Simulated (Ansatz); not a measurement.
# CH₂Se (SMILES C=[Se]): functionals against CCSD(T) at one geometry

One table from this session's results is given with a row withheld; the runs are named, their logs left out.

The runs use Ansatz 0.2.0, Gaussian basis; single points in def2-TZVPP.

Cores are frozen in the correlated methods. Filled d shells of the heavier atoms are correlated.

## The system as given

SMILES `C=[Se]`, 4 atoms, charge 0, spin multiplicity 1.

Atoms are counted from 1 here; the program's logs count them from 0.

Bond lengths: C1–Se2 1.762 Å, C1–H3 1.081 Å, C1–H4 1.001 Å. Angles: Se2–C1–H3 116.7°, Se2–C1–H4 126.8°, H3–C1–H4 114.7°.

As a file:

```xyz
4

C    -0.1556   -0.0326   -0.0086
Se    1.4127    0.2138    0.7553
H    -0.5827   -1.0232    0.0654
H    -0.5914    0.5604   -0.6868
```

Set-up of the first run:

run/in.yaml reads:

```yaml
crystal:
  periodic: [false, false, false]
  atoms:
    - {symbol: C, position_ang: [-0.155600, -0.032600, -0.008600]}
    - {symbol: Se, position_ang: [1.412700, 0.213800, 0.755300]}
    - {symbol: H, position_ang: [-0.582700, -1.023200, 0.065400]}
    - {symbol: H, position_ang: [-0.591400, 0.560400, -0.686800]}
basis:
  gaussian: {orbitals: def2-TZVPP}
correlation: {method: ccsd_t}
output: {forces: true}
```

No record of the launch command was kept for these runs.

Steps of the session up to this table: CCSD(T)/def2-TZVPP; PBE0-D4/def2-TZVPP; wB97M-V/def2-TZVPP; r2SCAN-D4/def2-TZVPP; PBE-D4/def2-TZVPP; revPBE-D4/def2-TZVPP; wB97X-V/def2-TZVPP.

One table of the session follows, with a row left open; its other results are not shown here.

```
   method  RMS force component (eV/Å)  angle to CCSD(T) forces (°)  dipole (D)
  CCSD(T)                       1.594                    reference        1.48
  PBE0-D4                       1.715                          9.1        1.58
  wB97M-V                       1.702                         11.1        1.55
r2SCAN-D4                       1.668                          6.2        1.64
   PBE-D4                           ?                            ?           ?
revPBE-D4                       1.675                          4.9        1.47
  wB97X-V                       1.779                         12.1        1.62
```

Q: Estimate the row for PBE-D4 from the others.

The run gave: RMS force component (eV/Å): 1.682; angle to CCSD(T) forces (°): 4.8; dipole (D): 1.47. In the column «RMS force component (eV/Å)» it lies between revPBE-D4 (1.675) and wB97M-V (1.702).
